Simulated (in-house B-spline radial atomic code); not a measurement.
# Ti⁹⁺: ionisation energy by several methods

One table from this session's results is given with a row withheld; the runs are named, their logs left out.

The numbers are computed with in-house B-spline radial atomic code version 1 (non-relativistic, several functionals, spin-polarised; spherical all-electron atom at the radial basis limit), except any that are marked as measured or tabulated.

## The system

| Item | Value |
| --- | --- |
| element | titanium (Z = 22) |
| charge | +9 |
| electrons | 13 |
| configuration | [Ne] 3s2 3p1 |
| nucleus | point |

Outer shells as boxes (Hund's rule):

[Ne] 3s2 3p1
```
[Ne] core
3s [↑↓]
3p [↑ ][  ][  ]
```

Where spins are not typed, each open shell is filled with up spins first.

Set-up of the first run:

The run's settings:

```ini
Z = 22
electrons = 13.0
configuration = [Ne] 3s2 3p1
hamiltonian = nr
method = revtpss,revtpss
spin_polarised = True
```

Among the steps run: revTPSS; TPSS; PW91; M06-L; OLYP; r2SCAN; BP86; LDA (VWN5).

One of the session's tables, all rows but one given; the rest of the session is left out.

| method | ΔSCF (eV) |
| --- | --- |
| LDA (VWN5) | 216.09 |
| PW91 | 216.07 |
| OLYP | 216.01 |
| BP86 | 216.01 |
| revTPSS | 215.55 |
| TPSS | ? |
| M06-L | 214.90 |
| r2SCAN | 215.38 |

Q: Estimate the row for TPSS from the others.

The run gave: ΔSCF (eV): 215.74. In the column «ΔSCF (eV)» it lies between revTPSS (215.55) and OLYP (216.01).

To keep in mind: Mean absolute error by rung (exchange-only levels left out): LDA 0.17 eV, GGA 0.11 eV, meta-GGA 0.53 eV. These runs lack relativity altogether, which can outweigh the gaps between the methods, so the nearest may be so by luck.
